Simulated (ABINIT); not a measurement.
**InAs: relaxation of cell and atoms with LDA**

The system is InAs.

```
CELL_PARAMETERS angstrom
0.00000 3.01800 3.01800
3.01800 0.00000 3.01800
3.01800 3.01800 0.00000
ATOMIC_POSITIONS crystal
In 0.00000 0.00000 0.00000
As 0.75000 0.75000 0.75000
```

```
Program                     : ABINIT 10.8.3 (patched build)
Task                        : relaxation of cell and atoms
Functional                  : LDA
Potentials or basis         : PseudoDojo NC SR LDA v0.4.1 standard
Cutoff                      : 1088 eV
k mesh                      : 6 × 6 × 6
Occupations                 : fermi-dirac, width 0.05 eV
Spin                        : no spin polarisation
Cell freedom (optcell)      : 2
Optimiser (ionmov)          : 2
Cutoff smearing ecutsm (Ha) : 0.5
Force stop (Ha/bohr)        : 2e-05
```

```json
{
  "Relaxed volume": "27.35 Å³/atom",
  "Relaxed cell": "a = 4.261 Å, b = 4.261 Å, c = 4.261 Å, α = 60.00°, β = 60.00°, γ = 60.00°",
  "Space group after relaxing (to 0.05 Å)": "F-43m (No. 216)",
  "Energy gained by relaxing": "0.1 meV/atom",
  "Ionic steps": "3",
  "Pressure after relaxing": "0.0 GPa",
  "Band gap on the k mesh": "none (metal or under the smearing width)"
}
```

The path:
```csv
step,energy change (eV),largest force (eV/Å),pressure (GPa),volume (Å³)
1,0.0000,0.0000,-0.30,54.98
2,-0.0001,0.0000,-0.25,54.93
3,-0.0003,0.0000,0.01,54.70
```

Final structure:
```
In As
1.0
     0.00000    3.01286    3.01286
     3.01286    0.00000    3.01286
     3.01286    3.01286    0.00000
In As
1 1
Direct
  0.00000 0.00000 0.00000
  0.75000 0.75000 0.75000
```

Run time: 2.8 min on 1 thread of Arm Neoverse V1, on a shared host, peak memory 0.11 GiB.

Caveat: this crystal is a semiconductor, whose small gap the functional closes, so the metal is an error of the method. LDA usually gives volumes a few per cent too small.
